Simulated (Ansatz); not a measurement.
# EuAl4RhSi2: the cost of one run

All numbers below are computed with Ansatz 0.2.0 (DFT PBE, scalar-relativistic, plane waves, PAW).

2 further runs of the same task are left out: 1 that didn't finish, 1 set aside as unsound or not needed. Runs told in other sessions of the task aren't counted.

**1. The system as given**

The cell holds 17 atoms (Al8Eu2NRh2Si4): a = 5.924 Å, b = 5.924 Å, c = 8.249 Å, α = 90.00°, β = 90.00°, γ = 90.00°.

The coordinates of this cell stand in the input of its own run.

The host was relaxed before at PBE: a = 4.190 Å, b = 4.190 Å, c = 8.317 Å, α = 90.00°, β = 90.00°, γ = 90.00° (conventional cell), 18.250 Å³/atom.

Places, in fractions of the supercell: N as an interstitial at (0.750, 0.250, 0.444). Its neighbours start displaced at random, with a spread of 0.05 Å in each coordinate.

**2. The perfect crystal in the supercell of 16 atoms**

Contents of input.yaml:

```yaml
crystal:
  lattice:
    - [4.1891410022, -4.1891410022, 0.0]
    - [4.1891410022, 4.1891410022, 0.0]
    - [0.0, 0.0, 8.2491454376]
  atoms:
    - { symbol: Eu, position: [1.0, 0.0, 0.5], spin: 7.38 }
    - { symbol: Eu, position: [0.5, 0.5, 0.5], spin: 7.38 }
    - { symbol: Al, position: [0.25, 0.75, 0.168835422] }
    - { symbol: Al, position: [0.75, 0.25, 0.168835422] }
    - { symbol: Al, position: [0.75, 0.75, 0.168835422] }
    - { symbol: Al, position: [0.25, 0.25, 0.168835422] }
    - { symbol: Al, position: [0.25, 0.75, 0.831164578] }
    - { symbol: Al, position: [0.75, 0.25, 0.831164578] }
    - { symbol: Al, position: [0.75, 0.75, 0.831164578] }
    - { symbol: Al, position: [0.25, 0.25, 0.831164578] }
    - { symbol: Si, position: [0.0, 0.5, 0.3579869347] }
    - { symbol: Si, position: [0.5, 0.0, 0.3579869347] }
    - { symbol: Si, position: [0.0, 0.5, 0.6420130653] }
    - { symbol: Si, position: [0.5, 0.0, 0.6420130653] }
    - { symbol: Rh, position: [0.0, 0.0, 0.0] }
    - { symbol: Rh, position: [0.5, 0.5, 0.0] }
basis:
  ecutwfc: 420
  xc_grid: 2
kpoints:
  mp_grid: { grid: [4, 4, 3], shift: [0.5, 0.5, 0.0] }
hamiltonian:
  xc: pbe
scf:
  occupations: { method: gaussian, width: 0.05 }
  lower_state_search: "off"
output:
  forces: true
  stress: true
  eigenvalues: true
  populations: true
  hubbard: { sites: [{ species: Eu, l: f }] }
  write_density: true
  write_potential: true
  elf: true
  volumetric_format: npy
magnetization:
  spin_polarized: true
```

Run with:

```bash
> ansatz run input.yaml --threads 8 --pin off --max-ram 14336MiB --backend cpu --events-out ev --progress --plain --runs-dir out
```

What time and memory should one allow on 8 threads of Arm Neoverse V1, shared host?

About 8.6 s, with a peak of 1.3 GiB.
